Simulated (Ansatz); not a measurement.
# C₃H₈F₂OSi: one species, many methods

An exercise on one series of results from a longer session: the logs are not shown, and one member is left open.

Program: Ansatz 0.2.0, Gaussian basis. Level of theory: functionals in def2-TZVPP, the program's frozen cores in correlated methods. These are calculated values, not measurements.

Levels to be run: PBE-D4, r2SCAN-D4, PBE0-D4, B3LYP-D4, ωB97X-V, ωB97M-V, B2PLYP; CCSD(T)/def2-TZVPP; MP2/def2-QZVPP; extrapolation to the limit.

### The relaxed structure

All runs share one geometry, relaxed beforehand with PBE0-D4 in a triple-zeta def2 set.

SMILES `CC(C)O[SiH](F)F`, 15 atoms, charge 0, spin multiplicity 1.

Atoms are counted from 1 here; the program's logs count them from 0.

Bond lengths: C1–C2 1.514 Å, C1–H8 1.093 Å, C1–H9 1.093 Å, C1–H10 1.092 Å, C2–C3 1.511 Å, C2–O4 1.430 Å, C2–H11 1.097 Å, C3–H12 1.093 Å, C3–H13 1.092 Å, C3–H14 1.091 Å, O4–Si5 1.605 Å, Si5–F6 1.579 Å, Si5–F7 1.587 Å, Si5–H15 1.468 Å. Angles: C2–C1–H8 110.2°, C2–C1–H9 111.3°, C2–C1–H10 110.4°, H8–C1–H9 108.4°, H8–C1–H10 108.5°, H9–C1–H10 107.9°, C1–C2–C3 112.7°, C1–C2–O4 109.9°, C1–C2–H11 109.3°, C3–C2–O4 107.5°, C3–C2–H11 109.2°, O4–C2–H11 108.2°, C2–C3–H12 110.2°, C2–C3–H13 110.4°, C2–C3–H14 110.6°, H12–C3–H13 108.6°, H12–C3–H14 108.4°, H13–C3–H14 108.6° and more.

The first run:

Input file in.yaml:

```yaml
crystal:
  periodic: [false, false, false]
  atoms:
    - {symbol: C, position_ang: [-1.092512, 0.531149, -0.995145]}
    - {symbol: C, position_ang: [0.219455, -0.036164, -0.495900]}
    - {symbol: C, position_ang: [1.418382, 0.713978, -1.027418]}
    - {symbol: O, position_ang: [0.267583, 0.033439, 0.931627]}
    - {symbol: Si, position_ang: [-0.380772, -0.949101, 2.023345]}
    - {symbol: F, position_ang: [0.545374, -0.926373, 3.302456]}
    - {symbol: F, position_ang: [-0.414362, -2.436548, 1.471160]}
    - {symbol: H, position_ang: [-1.199875, 1.570988, -0.677635]}
    - {symbol: H, position_ang: [-1.942497, -0.037064, -0.609654]}
    - {symbol: H, position_ang: [-1.131522, 0.496039, -2.086055]}
    - {symbol: H, position_ang: [0.294289, -1.089907, -0.790223]}
    - {symbol: H, position_ang: [1.369420, 1.763818, -0.729075]}
    - {symbol: H, position_ang: [1.445824, 0.663076, -2.117966]}
    - {symbol: H, position_ang: [2.342923, 0.287092, -0.636211]}
    - {symbol: H, position_ang: [-1.741711, -0.584413, 2.436694]}
basis:
  gaussian: {orbitals: def2-TZVPP}
hamiltonian: {xc: pbe, dispersion: d4}
output: {forces: true, orbitals: {seedname: orbitals}}
```

The run is started by

```bash
> ansatz run in.yaml --threads 2 --pin off --events-out ev --progress --plain --max-ram 22528MiB --backend cuda --devices 0, --max-vram 18GiB
```

Steps of the session up to this table: PBE-D4 (GGA); r2SCAN-D4 (meta-GGA); PBE0-D4 (hybrid); B3LYP-D4 (hybrid); ωB97X-V (range-separated); ωB97M-V (range-separated); B2PLYP (double hybrid); CCSD(T) in def2-TZVPP; MP2 in def2-QZVPP.

One of the session's tables, all rows but one given; the rest of the session is left out.

```
            method  atomisation energy (kcal/mol)
            PBE-D4                              ?
         r2SCAN-D4                         1469.4
           PBE0-D4                         1462.7
          B3LYP-D4                         1462.4
           ωB97X-V                         1469.0
           ωB97M-V                         1469.8
            B2PLYP                         1452.5
     HF/def2-TZVPP                         1100.6
    MP2/def2-TZVPP                         1464.5
   CCSD/def2-TZVPP                         1415.8
CCSD(T)/def2-TZVPP                         1434.4
           MP2/CBS                         1501.1
       CCSD(T)/CBS                         1471.1
```

Estimate the missing values for PBE-D4.

The run gave: atomisation energy (kcal/mol): 1486.3. In the column «atomisation energy (kcal/mol)» it lies between CCSD(T)/CBS (1471.1) and MP2/CBS (1501.1).

To keep in mind: Free atoms (3 C, 1 O, 1 Si, 2 F, 8 H) were run apart at each level; the atomisation energy is their sum less the molecule, without zero-point or spin-orbit terms.
